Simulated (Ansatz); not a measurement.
Crystal: HfGe.

```
Hf Ge
1.0
     3.50084    0.00000    0.00000
     0.00000    3.50084    0.00000
     0.00000    0.00000    3.50084
Hf Ge
1 1
Direct
  0.00000 0.00000 0.00000
  0.50000 0.50000 0.50000
```

The cell was built by a generator and needn't be a form met in nature.

```yaml
Program: Ansatz 0.2.0
Task: relaxation of cell and atoms
Functional: HSE06
Potentials_or_basis: Ansatz PAW
Cutoff: "420 eV (not typed: the program's choice for these potentials)"
k_mesh: 4 × 4 × 4
Occupations: fermi-dirac, width 0.05 eV
Spin: no spin polarisation
```

At the start: volume 21.45 Å³/atom.

Where does the relaxation end?

It ends after 5 steps and the volume is 19.00 Å³/atom (-11.4 %); space group Pm-3m (No. 221, to 0.05 Å).

The path:
| step | energy change (eV) | largest force (eV/Å) | volume (Å³) |
| --- | --- | --- | --- |
| 1 | 0.0000 | 0.0000 | 42.91 |
| 2 | -0.1896 | 0.0000 | 36.93 |
| 3 | -0.2005 | 0.0000 | 38.17 |
| 4 | -0.2008 | 0.0000 | 38.00 |
| 5 | -0.1992 | 0.0000 | 38.00 |

Final structure:
```
Hf Ge
1.0
     3.36196    0.00000    0.00000
     0.00000    3.36196    0.00000
     0.00000    0.00000    3.36196
Hf Ge
1 1
Direct
  0.00000 0.00000 0.00000
  0.50000 0.50000 0.50000
```

Caveat: the k mesh is coarse (spacing up to 0.45 Å⁻¹), so the values aren't converged, least of all with exact exchange; the plane-wave basis is chosen anew once the cell has moved, so the energies of steps on either side of that aren't comparable; the PAW data sets come from PBE, with cores solved anew for the run's functional, which leaves a small shift of forces and pressure.
